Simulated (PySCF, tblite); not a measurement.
# CH4F3GeSi radical: geometry, infrared bands and EPR parameters

Aim: predict the infrared bands and EPR parameters of CH4F3GeSi radical (`FC(F)(F)[SiH2][GeH2]`).

Computed with tblite 0.8.0 and PySCF 2.14.0, with density-fitted response routines of our own, on a single molecule in the gas phase. Atoms count from 0, in the outputs and in this text.

## (1) The starting structure

10 atoms, charge 0, multiplicity 2; geometry from: force field or distance geometry start.

Bonds of the start (Å): F0–C1 1.37, C1–F2 1.35, C1–F3 1.39, C1–Si4 1.86, Si4–Ge5 2.32, Si4–H6 1.45, Si4–H7 1.48, Ge5–H8 1.56, Ge5–H9 1.56.

## (2) Relaxing the molecule with GFN2-xTB

Job settings and geometry (Å):

```
{"job": {"kind": "relax", "xc": "GFN2-xTB", "basis": "xTB"}, "charge": 0, "multiplicity": 2}
F     -1.731000    -0.372900     1.420100
C     -1.440900    -0.276500     0.080000
F     -2.478600     0.081800    -0.704300
F     -1.051600    -1.542700    -0.339900
Si     0.023600     0.861900    -0.102600
Ge     1.850300    -0.505700    -0.519200
H      0.151900     1.628500     1.121100
H     -0.171100     1.802500    -1.231800
H      1.677100    -1.825700     0.289000
H      3.179000     0.153600    -0.034900
```

Started as:

```
> OMP_NUM_THREADS=1 python probes_run.py task.json out
```

One launch serves the whole session: the jobs run in the order shown.

Output:

```text
step      E/eV     max force
  0    -598.28028    2.265
  1    -598.40824    1.162
  2    -598.53200    0.972
  3    -598.57646    0.473
  4    -598.59559    0.314
  5    -598.60437    0.243
  6    -598.61488    0.265
  7    -598.62146    0.253
  8    -598.62674    0.184
  9    -598.63023    0.185
 10    -598.63277    0.163
 11    -598.63480    0.126
 12    -598.63637    0.103
 13    -598.63760    0.107
 14    -598.63889    0.133
 15    -598.64045    0.180
 16    -598.64230    0.163
 17    -598.64430    0.136
 18    -598.64612    0.127
 19    -598.64750    0.117
 20    -598.64852    0.110
 21    -598.64930    0.078
 22    -598.65008    0.085
 23    -598.65104    0.093
 24    -598.65216    0.103
 25    -598.65329    0.104
 26    -598.65430    0.084
 27    -598.65518    0.101
 28    -598.65593    0.090
 29    -598.65653    0.072
 30    -598.65699    0.055
 31    -598.65744    0.073
 32    -598.65797    0.085
 33    -598.65844    0.075
 34    -598.65872    0.042
 35    -598.65888    0.035
 36    -598.65906    0.060
 37    -598.65939    0.088
 38    -598.65997    0.109
 39    -598.66077    0.106
 40    -598.66143    0.069
 41    -598.66177    0.037
 42    -598.66191    0.036
 43    -598.66200    0.034
 44    -598.66215    0.041
 45    -598.66238    0.060
 46    -598.66272    0.075
 47    -598.66307    0.065
 48    -598.66329    0.034
 49    -598.66337    0.024
 50    -598.66342    0.023
 51    -598.66349    0.022
 52    -598.66357    0.028
 53    -598.66365    0.031
 54    -598.66374    0.024
 55    -598.66382    0.024
 56    -598.66387    0.019
 57    -598.66389    0.011
 58    -598.66390    0.013
 59    -598.66391    0.014
 60    -598.66393    0.017
 61    -598.66396    0.014
 62    -598.66397    0.009
```

Run time: 0.26 s. Hardware: 1 thread of Arm Neoverse V2, shared host.

Along the way: (not every step is listed)

| step | energy from step 0 (eV) | largest force (eV/Å) |
| --- | --- | --- |
| 0 | 0.0000 | 2.2650 |
| 1 | -0.1280 | 1.1625 |
| 2 | -0.2517 | 0.9716 |
| 3 | -0.2962 | 0.4726 |
| 4 | -0.3153 | 0.3136 |
| 5 | -0.3241 | 0.2429 |
| 6 | -0.3346 | 0.2650 |
| 7 | -0.3412 | 0.2530 |
| 8 | -0.3465 | 0.1839 |
| 12 | -0.3561 | 0.1031 |
| 16 | -0.3620 | 0.1632 |
| 20 | -0.3682 | 0.1097 |
| 24 | -0.3719 | 0.1035 |
| 28 | -0.3757 | 0.0897 |
| 32 | -0.3777 | 0.0848 |
| 36 | -0.3788 | 0.0598 |
| 40 | -0.3812 | 0.0690 |
| 44 | -0.3819 | 0.0406 |
| 48 | -0.3830 | 0.0336 |
| 52 | -0.3833 | 0.0282 |
| 56 | -0.3836 | 0.0190 |
| 57 | -0.3836 | 0.0110 |
| 58 | -0.3836 | 0.0130 |
| 59 | -0.3836 | 0.0142 |
| 60 | -0.3837 | 0.0175 |
| 61 | -0.3837 | 0.0140 |
| 62 | -0.3837 | 0.0090 |

Distances of close pairs at the start and the end, largest changes first:

| bond | before (Å) | after (Å) | change (Å) |
| --- | --- | --- | --- |
| C1–Si4 | 1.864 | 1.946 | +0.083 |
| Si4–Ge5 | 2.320 | 2.367 | +0.047 |
| F0–C1 | 1.375 | 1.345 | -0.030 |
| C1–F3 | 1.390 | 1.361 | -0.028 |
| Si4–H7 | 1.482 | 1.464 | -0.019 |
| Si4–H6 | 1.450 | 1.468 | +0.018 |
| Ge5–H8 | 1.557 | 1.547 | -0.010 |
| C1–F2 | 1.349 | 1.343 | -0.007 |

The final coordinates are the input of the step that follows.

## (3) Harmonic vibrations with GFN2-xTB

Job settings and geometry (Å):

```
{"job": {"kind": "ir", "xc": "GFN2-xTB", "basis": "xTB"}, "charge": 0, "multiplicity": 2}
F     -1.753557    -0.536568     1.308675
C     -1.370305    -0.276684     0.046284
F     -2.470917     0.116057    -0.614724
F     -1.018969    -1.476851    -0.491234
Si     0.119005     0.972629    -0.051594
Ge     1.765424    -0.654631    -0.543811
H     -0.007743     1.745767     1.189885
H     -0.206637     1.833193    -1.190140
H      1.783925    -1.683636     0.611228
H      3.168656    -0.034622    -0.287097
```

Output:

```text
mode    cm-1     km/mol
  1      17.3      0.76
  2     100.2      2.51
  3     153.0      2.10
  4     200.3      0.07
  5     224.4      0.91
  6     310.0     28.46
  7     337.6      3.33
  8     382.8     96.55
  9     425.1      8.67
 10     447.8      8.16
 11     461.1      2.65
 12     507.5     15.21
 13     562.5     39.10
 14     649.8    122.35
 15     660.9    267.54
 16     763.4    276.40
 17     863.7    235.88
 18     985.5    155.68
 19    1042.2    195.53
 20    1139.5    120.24
 21    1635.4    457.44
 22    1750.0    667.36
 23    2215.7    220.03
 24    2258.9    228.10
```

It took 0.21 s on 1 thread of Arm Neoverse V2, shared host.

Which atoms move in the most intense modes:

| cm⁻¹ | km/mol | atoms |
| --- | --- | --- |
| 661 | 267.5 | H6 31 %, H7 28 %, Si4 15 % |
| 763 | 276.4 | H6 47 %, H7 46 % |
| 864 | 235.9 | H8 48 %, H9 47 % |
| 1042 | 195.5 | C1 71 %, F0 15 %, F2 14 % |
| 1635 | 457.4 | H9 63 %, H8 36 % |
| 1750 | 667.4 | H8 63 %, H9 35 % |
| 2216 | 220.0 | H6 97 % |
| 2259 | 228.1 | H7 97 % |

## (4) g tensor and hyperfine couplings: B3LYP/def2-TZVP-core+pcH-1

The job, as its differences from that of step 3:

```diff
@@ -1,2 +1,2 @@
-{"job": {"kind": "ir", "xc": "GFN2-xTB", "basis": "xTB"}, "charge": 0, "multiplicity": 2}
+{"job": {"kind": "epr", "basis": "pcH-1"}, "charge": 0, "multiplicity": 2}
 F     -1.753557    -0.536568     1.308675
```

Method: UKS B3LYP, def2-TZVP-core on Ge, pcH-1 on C F H Si, non-relativistic, mean-field spin-orbit, GIAO.

Output:

```text
UKS, coarse grid
  cycle   1  E = -2706.40389336  |g| = 1.44e+00
  cycle   2  E = -2706.20377540  |g| = 1.29e+00
  cycle   3  E = -2706.52792933  |g| = 4.15e-01
  cycle   4  E = -2706.57441015  |g| = 9.82e-02
  cycle   5  E = -2706.57621968  |g| = 1.47e-02
  cycle   6  E = -2706.57625540  |g| = 2.67e-03
  cycle   7  E = -2706.57626143  |g| = 8.88e-04
UKS, final grid
  cycle   1  E = -2706.57633142  |g| = 1.18e-03
  cycle   2  E = -2706.57633077  |g| = 1.93e-03
  cycle   3  E = -2706.57633189  |g| = 9.19e-05
  cycle   4  E = -2706.57633189  |g| = 2.91e-05
E = -2706.57633189 Eh   <S^2> = 0.7519 (exact 0.7500)
g shifts (ppm)      1          2          3
  rmc          -144       -144       -144
  gc              4         16         16
  oz_so        -118      20869      29014
  total        -257      20741      28886
hyperfine (MHz)  atom isotope    a_iso     a_fc   dipolar eigenvalues
    0   19F       0.38       0.42     -1.89      0.07      1.82
    1   13C      -2.93      -2.94     -0.59     -0.21      0.79
    2   19F       4.99       4.90     -2.17     -1.78      3.95
    3   19F      32.35      32.32    -11.21     -9.54     20.76
    4  29Si     -64.21     -64.37    -20.27      8.24     12.04
    5  73Ge    -253.89    -256.53    -63.11     31.22     31.89
    6    1H      69.29      69.28     -2.57     -0.08      2.65
    7    1H      -5.54      -5.53     -2.44     -1.11      3.55
    8    1H      60.57      60.37     -7.46      1.25      6.21
    9    1H      64.06      63.85     -7.38      1.27      6.11
```

It took 1.8 min on 1 thread of Arm Neoverse V2, shared host; peak memory 1.1 GiB.

Principal g values 2.00206, 2.02306, 2.03121; g(iso) = 2.01878, against 2.00232 for a free electron.

Hyperfine couplings; where a row names several nuclei, a(iso) is their mean (it holds for fast rotation or exchange) and the dipolar term the largest among them:

| nuclei | isotope | a(iso) (MHz) | a(iso) (G, at g = 2.0023) | largest dipolar term (MHz) |
| --- | --- | --- | --- | --- |
| Ge5 | 73Ge | -253.9 | -90.6 | -63.1 |
| Si4 | 29Si | -64.2 | -22.9 | -20.3 |
| H8, H9 | 1H | 62.3 | 22.2 | -7.5 |
| H6, H7 | 1H | 31.9 | 11.4 | 3.6 |
| F0, F2, F3 | 19F | 12.6 | 4.5 | 20.8 |
| C1 | 13C | -2.9 | -1.0 | 0.8 |

Mulliken spin populations:

| atom | value (e) |
| --- | --- |
| F0 | 0.00 |
| C1 | 0.00 |
| F2 | 0.00 |
| F3 | 0.00 |
| Si4 | 0.07 |
| Ge5 | 0.84 |
| H6 | 0.03 |
| H7 | 0.00 |
| H8 | 0.03 |
| H9 | 0.03 |

In first order the couplings over 0.8 MHz of 1H, 19F give 36 distinct lines over 80.7 G, if the averaged nuclei exchange fast.

The fields below are evaluated on a grid from the run's orbitals.

ELF in a plane through or near 4 of the atoms.

Ten even steps from '0' (0.00) to '9' (1.00):
```
0000000000000000000000000000
0000000000000000000000000000
0000000000000133100000000000
0000000000002799720000000000
0000000000005999961000000000
0000000000016999971000000000
0000475310136999920000000000
0004999842465457400221000000
0007999963587213204764100000
0017999832268436427887200000
0003787526625113347287300000
0000234326422024534786200000
0000012332230276740243100000
0000001356530483671000000000
0000000134300267862000000000
0000000011100013320000000000
0000000000000000000000000000
0000000000000000000000000000
0000000000000000000000000000
0000000000000000000000000000
```
The map spans 11.5 Å across and 9.1 Å up, centred on the molecule. Atoms in the plane (x, y in Å): F2 (2.4, -0.1), F3 (0.8, -1.5), Ge5 (-1.9, -0.4), H7 (0.4, 1.9).

On the surface of density 0.002 e/bohr³ the electrostatic potential runs, from the 1st to the 99th percentile, from -0.67 V near F0 to 1.68 V near Si4.

The spin density lies nearest to Ge5 65 %; H8, H9 about 9 % each; Si4 8 %.

## (5) Summary of results

| quantity | value |
| --- | --- |
| strongest single infrared mode (GFN2-xTB) | 1750 cm⁻¹, 667 km/mol |
| zero-point energy (GFN2-xTB) | 25.9 kcal/mol |
| g(iso) (B3LYP) | 2.01878 |
| ⟨S²⟩ | 0.752 (exact 0.75) |
| largest a(iso) (averaged by class) | 73Ge on Ge5, -253.9 MHz |
| surface potential, 1st and 99th percentile | -0.67 V and 1.68 V |

In words: The optimisation took 62 steps and gained 0.384 eV; among the close pairs (by a distance rule), C1–Si4 changed most, from 1.864 to 1.946 Å. All 24 modes are real, so the xTB geometry is a minimum. The strongest single mode, at 1750 cm⁻¹, moves mainly H8 and H9. Unscaled tight-binding wavenumbers are off by several per cent, some by more. Its intensities can rank the bands wrongly. Most of the unpaired spin sits on Ge5 (0.84 e). The isotropic g lies 16.5 ppt above the free-electron value. The hyperfine terms hold no scalar relativity, which the heavier nuclei need.
